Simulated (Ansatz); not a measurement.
# Li2MnO2: the cost of one run

Method: DFT PBEsol+U (U_eff = 5 eV on Mn d), plane waves, PAW, in Ansatz 0.2.0.

### 1 The starting structure

The structure is trigonal, space group P-3m1 (No. 164). Conventional cell: a = 3.195 Å, b = 3.195 Å, c = 5.303 Å, α = 90.00°, β = 90.00°, γ = 120.00°. Li (site symmetry 3m) is surrounded by 4 O at 1.91 to 1.99 Å and 3 Li at 2.18 Å. Mn (site symmetry -3m) has 6 O at 2.27 Å as nearest neighbours. Around O (site symmetry 3m) lie 4 Li at 1.91 to 1.99 Å and 3 Mn at 2.27 Å.

As a file:

```
CELL_PARAMETERS angstrom
3.19500 0.00000 0.00000
-1.59750 2.76695 0.00000
0.00000 0.00000 5.30300
ATOMIC_POSITIONS crystal
Li 0.66667 0.33333 0.39100
Li 0.33333 0.66667 0.60900
Mn 0.00000 0.00000 0.00000
O 0.33333 0.66667 0.24900
O 0.66667 0.33333 0.75100
```

Magnetic order typed: ferromagnetic.

### 2 From atoms, symmetry kept, no search

Contents of input.yaml:

```yaml
crystal:
  lattice:
    - [3.19500009, 0.0, 0.0]
    - [-1.59750004, 2.76695124, 0.0]
    - [0.0, 0.0, 5.30300098]
  atoms:
    - { symbol: Li, position: [0.6666666667, 0.3333333333, 0.391] }
    - { symbol: Li, position: [0.3333333333, 0.6666666667, 0.609] }
    - { symbol: Mn, position: [0.0, 0.0, 0.0], spin: 5.0, spin_axis: [0.0, 0.0, 1.0] }
    - { symbol: O, position: [0.3333333333, 0.6666666667, 0.249] }
    - { symbol: O, position: [0.6666666667, 0.3333333333, 0.751] }
basis:
  ecutwfc: 420
  ecutrho_ratio: 4
kpoints:
  mp_grid: { grid: [7, 7, 4] }
hamiltonian:
  xc: pbesol
  hubbard: { sites: [{ site: 2, l: d, u_eff: 5.0 }] }
scf:
  occupations: { method: gaussian, width: 0.05 }
  lower_state_search: "off"
  max_iter: 150
output:
  forces: true
  stress: true
  eigenvalues: true
  populations: true
  hubbard: { sites: [{ site: 2, l: d }] }
magnetization:
  noncollinear: true
  spin_orbit: true
```

This run includes spin–orbit coupling.

On the command line:

```bash
$ ansatz run input.yaml --threads 4 --pin off --max-ram 6144MiB --backend cpu --events-out ev --progress --plain --runs-dir out
```

**Question.** How long does this run take on 4 threads of Intel Xeon Platinum 8375C at 2.90GHz (Ice Lake), shared host, and how much memory does it need?

About 14 s, with a peak of 0.71 GiB.
